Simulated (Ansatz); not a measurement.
# FH5SSn: the cost of one run

Program: Ansatz 0.2.0, Gaussian basis. Level of theory: PBE0-D4, def2-SVP first, then def2-TZVP. These are calculated values, not measurements.

143 further runs of the same task are left out: 143 set aside as unsound or not needed. Runs told in other sessions of the task aren't counted.

## (1) The system as given

The guess: 8 atoms, charge 0, spin multiplicity 1.

Atoms are counted from 1 here; the program's logs count them from 0.

Bond lengths: Sn1–H3 1.665 Å, Sn1–H4 1.673 Å, Sn1–H5 1.708 Å, Sn1–S7 2.586 Å, H6–S7 1.456 Å, S7–H8 1.327 Å. Angles: H3–Sn1–H4 122.2°, H3–Sn1–H5 110.8°, H3–Sn1–S7 105.8°, H4–Sn1–H5 110.0°, H4–Sn1–S7 107.5°, H5–Sn1–S7 97.5°, Sn1–S7–H6 74.8°, Sn1–S7–H8 95.4°, H6–S7–H8 90.7°.

Coordinates:

```mol
FH5SSn
  3D, bonds by distance, orders not assigned

  8  6  0  0  0  0  0  0  0  0999 V2000
   -0.9303   -0.3349   -0.3079 Sn  0  0
    1.2895   -1.2454    0.5472 F   0  0
   -0.5529   -1.4956   -1.4411 H   0  0
   -1.2766   -0.7208    1.2823 H   0  0
   -2.1037    0.7471   -0.9150 H   0  0
    1.6140    0.0384    0.1621 H   0  0
    1.0664    1.3086   -0.2917 S   0  0
    0.8936    1.7025    0.9641 H   0  0
  1  3  8  0
  1  4  8  0
  1  5  8  0
  1  7  8  0
  6  7  8  0
  7  8  8  0
M  END
```

Distances that are to change: Sn1–S7 2.59 Å, F2–H6 1.38 Å, Sn1–F2 2.55 Å, H6–S7 1.46 Å.

## (2) Constrained relaxation of the guess

hold/in.yaml

```yaml
crystal:
  periodic: [false, false, false]
  atoms:
    - {symbol: Sn, position_ang: [-0.930300, -0.334900, -0.307900]}
    - {symbol: F, position_ang: [1.289500, -1.245400, 0.547200]}
    - {symbol: H, position_ang: [-0.552900, -1.495600, -1.441100]}
    - {symbol: H, position_ang: [-1.276600, -0.720800, 1.282300]}
    - {symbol: H, position_ang: [-2.103700, 0.747100, -0.915000]}
    - {symbol: H, position_ang: [1.614000, 0.038400, 0.162100]}
    - {symbol: S, position_ang: [1.066400, 1.308600, -0.291700]}
    - {symbol: H, position_ang: [0.893600, 1.702500, 0.964100]}
basis:
  gaussian: {orbitals: def2-SVP}
hamiltonian: {xc: pbe0, dispersion: d4}
relax: {f_tol: 0.04, max_steps: 150, escape_saddle: false, constraints: [{distance: [0, 6]}, {distance: [1, 5]}, {distance: [0, 1]}, {distance: [5, 6]}]}
```

Run with:

```sh
> ansatz run in.yaml --threads 4 --pin off --events-out ev --progress --plain --max-ram 9574MiB
```

**Question.** How long does this run take on 4 threads of Arm Neoverse V1, shared host?

About 7.5 s.
